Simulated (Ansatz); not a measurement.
# GeH2Pd2: the cost of one run

Method: DFT, r2SCAN, no spin polarisation, plane waves, PAW, in Ansatz 0.2.0.

## (1) The system as given

Symmetry: C2/c, No. 15, monoclinic system. The conventional cell has a = 8.375 Å, b = 4.820 Å, c = 6.634 Å, α = 90.00°, β = 103.68°, γ = 90.00°. H (site symmetry 1) has 6 Pd at 2.57 to 2.64 Å and 4 Ge at 2.85 to 2.89 Å as nearest neighbours. Pd (site symmetry 1) is surrounded by 2 Ge at 2.19 to 2.21 Å and 2 Pd at 2.26 to 2.58 Å and 6 H at 2.57 to 2.64 Å. Ge (site symmetry 2) is surrounded by 4 Pd at 2.19 to 2.21 Å and 8 H at 2.85 to 2.89 Å.

Its coordinates follow in the input file.

The first density is read from a saved solution for the starting cell.

## (2) The relaxation

input.yaml reads:

```yaml
crystal:
  lattice:
    - [0.0, 4.819868, 0.0]
    - [4.187734, -2.409934, 0.0]
    - [1.568841, 0.0, -6.445421]
  atoms:
    - { symbol: H, position: [0.49104, 0.70288, 0.64786] }
    - { symbol: H, position: [0.78816, 0.29712, 0.85214] }
    - { symbol: H, position: [0.50896, 0.29712, 0.35214] }
    - { symbol: H, position: [0.21184, 0.70288, 0.14786] }
    - { symbol: Pd, position: [0.2688, 0.26626, 0.99699] }
    - { symbol: Pd, position: [0.00254, 0.73374, 0.50301] }
    - { symbol: Pd, position: [0.7312, 0.73374, 0.00301] }
    - { symbol: Pd, position: [0.99746, 0.26626, 0.49699] }
    - { symbol: Ge, position: [0.1345, 0.0, 0.75] }
    - { symbol: Ge, position: [0.8655, 0.0, 0.25] }
  symmetry: { tolerance: 0.0003 }
kpoints:
  mp_grid: { grid: [5, 5, 3], shift: [0, 0, 0] }
magnetization:
  spin_polarized: false
scf:
  occupations: { method: cold, width: 0.1377 }
  lower_state_search: "off"
hamiltonian:
  pseudopotentials: { kind: paw }
  xc: r2scan
basis:
  ecutwfc: 500
  fft_grid_basis: typed
relax:
  max_steps: 40
  cell: { p_target: 0.0 }
output:
  forces: true
  stress: true
  eigenvalues: true
  bader: true
  populations: true
  elf: true
  write_potential: true
  volumetric_format: npy
  dos:
    e_range: [-12, 8]
    de: 0.05
    projected: { site_lists: { Ge: [Ge], H: [H], Pd: [Pd] } }
checkpoint:
  read: saved_state
```

Started as:

```
$ ansatz run input.yaml --threads 2 --pin off --max-ram 2560MiB --backend cpu --events-out ev --progress --plain --runs-dir out
```

Q: Estimate wall time and peak memory on 2 threads of an x86-64 CPU, shared host.

About 3.7 min, with a peak of 0.89 GiB.
